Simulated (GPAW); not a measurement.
A run of GPAW 26.7.0 is set up as follows.

run.py

```python
from ase import Atoms
from ase.calculators.mixing import SumCalculator
from ase.filters import FrechetCellFilter
from ase.io import write
from ase.optimize import BFGS
from dftd3.ase import DFTD3
from gpaw import GPAW, PW, setup_paths

setup_paths.insert(0, '.')

atoms = Atoms(['In', 'In', 'Se', 'Se', 'Se', 'Se'],
              cell=[[3.894893, 0.0, 0.0],
                    [0.0, 3.894893, 0.0],
                    [0.0, 0.0, 9.626231]],
              scaled_positions=[[0.5, 0.0, 0.293532],
                                [0.0, 0.5, 0.706468],
                                [0.5, 0.5, 0.0],
                                [0.0, 0.0, 0.0],
                                [0.5, 0.0, 0.633788],
                                [0.0, 0.5, 0.366212]],
              pbc=True)

calc = GPAW(mode=PW(600),
            xc='PBEsol',
            kpts={'size': (5, 5, 2), 'gamma': True},
            occupations={'name': 'fermi-dirac', 'width': 0.05},
            nbands=42,
            convergence={'density': 1e-05, 'forces': 0.0001},
            maxiter=150,
            txt='gpaw.txt')
atoms.calc = SumCalculator([calc, DFTD3(method='pbesol', damping='d3bj')])
opt = BFGS(FrechetCellFilter(atoms), trajectory='relax.traj', logfile='-')
done = opt.run(fmax=0.02, steps=60)
calc.write('gs.gpw')
write('result.traj', atoms)
print('Converged:', done)
print('Cell:', atoms.cell.cellpar().round(4))
print('Volume:', round(atoms.get_volume(), 4))
print(atoms.get_scaled_positions().round(5))
```

Potentials or basis: PAW data sets generated in the run's folder for this functional, pw.

Run with:

```console
$ gpaw-setup -f PBEsol In Se
$ OMP_NUM_THREADS=1 python run.py
```

Problem. Predict the relaxed volume.

Solution. 21.62 Å³/atom.

Problem. Predict the dispersion energy per atom.

Solution. -0.377 eV.

Problem. Predict the space group after relaxing (to 0.05 Å).

Solution. P4/nmm (No. 129).

Forces on the atoms (eV/Å):
```
In   0.000  0.000  0.001
In   0.000  0.000 -0.001
Se   0.000  0.000  0.000
Se   0.000  0.000  0.000
Se   0.000  0.000  0.007
Se   0.000  0.000 -0.007
```

Caveat: later steps reuse the first step's grids; pairwise dispersion overbinds metals, which lowers pressure and volume.
